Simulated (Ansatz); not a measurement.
Runs of Ansatz 0.2.0 on NbCu. It takes space group Fm-3m (No. 225, cubic). The conventional cell has a = 5.124 Å, b = 5.124 Å, c = 5.124 Å, α = 90.00°, β = 90.00°, γ = 90.00°. Nb (site symmetry m-3m) has 6 Cu at 2.56 Å as nearest neighbours. Around Cu (site symmetry m-3m) lie 6 Nb at 2.56 Å. The cell was built by a generator and needn't be a form met in nature.

| level | gap on the mesh (eV) | pressure (GPa) | relaxed volume (Å³/atom) |
| --- | --- | --- | --- |
| PBE | none | 0.0 | (b) |
| PBEsol | none | 0.0 | 16.17 |
| LDA | none | 0.0 | (a) |
| revPBE | none | 0.0 | 17.10 |
| RPBE | none | 0.0 | 17.21 |

Alike in all rows: task relaxation of cell and atoms; potentials or basis Ansatz PAW; no spin polarisation; cell relaxed; k mesh 9 × 9 × 9; cutoff (eV) 420; smearing fermi-dirac 0.05 eV.

Task: Estimate the missing entries.

Result: (a) 15.76; (b) 16.82.

Caveats: the plane-wave basis is chosen anew once the cell has moved, so the energies of steps on either side of that aren't comparable; the PAW data sets come from PBE, with cores solved anew for the run's functional, which leaves a small shift of forces and pressure (some runs).

A k mesh can miss the band edges, and the runs leave out spin-orbit coupling on Nb.

A gap of «none» marks a metal or a gap under the smearing width.
